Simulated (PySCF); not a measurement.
# C5H14AlAsO: the cost of one run

Computed with PySCF 2.14.0 and routines of our own; the level stands in each step. Atoms count from 0.

### Step 1. The starting structure

22 atoms, charge 0, multiplicity 1; geometry from: GFN2-xTB.

### Step 2. Magnetic properties: GIAO PBE/pcSseg-1

What the job is given:

```
{"job": {"kind": "mag", "xc": "PBE", "basis": "pcSseg-1", "isotopologues": 2}, "charge": 0, "multiplicity": 1}
C     -2.054535    -1.892228    -0.224447
C     -1.226906    -0.953586     0.643926
C     -0.690590     0.231874    -0.158147
C     -0.219308     1.361967     0.757343
C      0.333840     2.493740    -0.044997
O      0.507573     2.442348    -1.235734
As     0.878336    -0.228554    -1.305304
Al     2.867723     0.036109     0.293869
H     -2.948077    -1.387566    -0.587104
H     -2.360134    -2.768529     0.341688
H     -1.472275    -2.224530    -1.086172
H     -1.852632    -0.585566     1.463474
H     -0.385941    -1.500242     1.085704
H     -1.491381     0.626981    -0.797282
H      0.592518     0.994967     1.405499
H     -1.015386     1.735864     1.409318
H      0.562391     3.415712     0.518377
H      0.218267    -0.136930    -2.642126
H      0.720973    -1.724009    -1.286948
H      2.940280     1.582350     0.565849
H      3.998518    -0.686687    -0.507115
H      2.086337    -0.814100     1.389479
```

Method: GIAO PBE/pcSseg-1 magnetisability, rotational g tensor and spin-rotation constants, non-relativistic, gas phase.

The run is started by

```console
> OMP_NUM_THREADS=1 python excited_run.py task.json out
```

The driver reads the jobs from task.json and runs them one after another.

Q: Estimate the wall time and peak memory of this job on 1 thread of Intel Xeon at 2.50GHz, shared host.

About 5.2 min, with a peak of 0.95 GiB.
